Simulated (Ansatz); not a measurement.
**BBrH2O: atomisation energy, by script**

How much energy holds BBrH2O together? Aim: an atomisation energy, for BBrH2O, run from a script. SMILES: OBBr.

Computed with Ansatz 0.2.0 through its Python package. Level of theory: Hartree-Fock/def2-SVP.

## (1) Starting point

Bond lengths: O1–B2 1.439 Å, B2–Br3 2.005 Å, O1–H4 0.999 Å, B2–H5 1.187 Å. Angles: O1–B2–Br3 121.7°, O1–B2–H5 117.4°, Br3–B2–H5 120.9°, B2–O1–H4 101.1°.

The script holds or builds the structure itself.

## (2) The code

The input, run_tae.py:

```python
"""Energy to split BBrH2O into its atoms."""

from collections import Counter

import ansatz as az


def energy_of(molecule, charge=0, unpaired=0):
    calc = molecule.calculation().basis(gaussian="def2-SVP").functional("hf")
    if charge:
        calc = calc.charge(charge)
    if unpaired:
        calc = calc.spin("collinear", total=unpaired)
    report = calc.run(threads=1).report
    if report["published_state_doubts"]:
        print("  doubts:", report["published_state_doubts"])
    return report["free_energy_ev"]


def main() -> None:
    bbrh2o = (
        az.Crystal.molecule()
        .atom("O", (-0.8593, -0.7915, 0.0907))
        .atom("B", (0.3111, 0.036, 0.2176))
        .atom("Br", (0.1874, 2.0371, 0.2611))
        .atom("H", (-0.9509, -0.8431, -0.9023))
        .atom("H", (1.3616, -0.5121, 0.2914))
    )

    # unpaired electrons of the ground-state atoms
    unpaired = {"O": 2, "B": 1, "Br": 1, "H": 1}
    counts = Counter(site.symbol for site in bbrh2o.cartesian_sites)
    atom_energy = {s: energy_of(az.Crystal.molecule().atom(s, (0, 0, 0)), 0, unpaired[s]) for s in counts}
    whole = energy_of(bbrh2o, 0, 0)
    for s, e in atom_energy.items():
        print(f"{s:2s} x{counts[s]}  {e:14.5f} eV")
    print(f"BBrH2O: {whole:.5f} eV")
    split = sum(counts[s] * e for s, e in atom_energy.items()) - whole
    print(f"atomisation energy (no zero-point term): {split:.3f} eV, {split / sum(counts.values()):.3f} eV an atom")


if __name__ == "__main__":
    main()
```

## (3) The input behind the calls

The package turns the script's settings into the engine's input (first run):

```yaml
crystal:
  periodic: [false, false, false]
  atoms:
    - { symbol: O, position_ang: [0.0, 0.0, 0.0] }
basis:
  gaussian:
    orbitals: def2-SVP
hamiltonian:
  xc: hf
magnetization:
  spin_polarized: true
  initial_magnetization: 2.0
```

## (4) The run

The run is started by

```bash
> python run_tae.py
```

**Question.** What does it cost to take this molecule apart into atoms?

As calculated:

```
                         quantity      value
atomisation energy, no zero point  13.337 eV
                    runs compared          5
```

What this shows: Zero-point motion and spin-orbit terms of the atoms are left out, and both would lower it. 13.337 eV from the electronic energies, without the zero-point term. Caveats:
- The geometry is a force-field or estimated start, not a minimum of this method, and the basis set is short of its limit. All parts are taken at fixed geometry, without zero-point energy.
- The spin-orbit lowering of heavy atoms is left out.
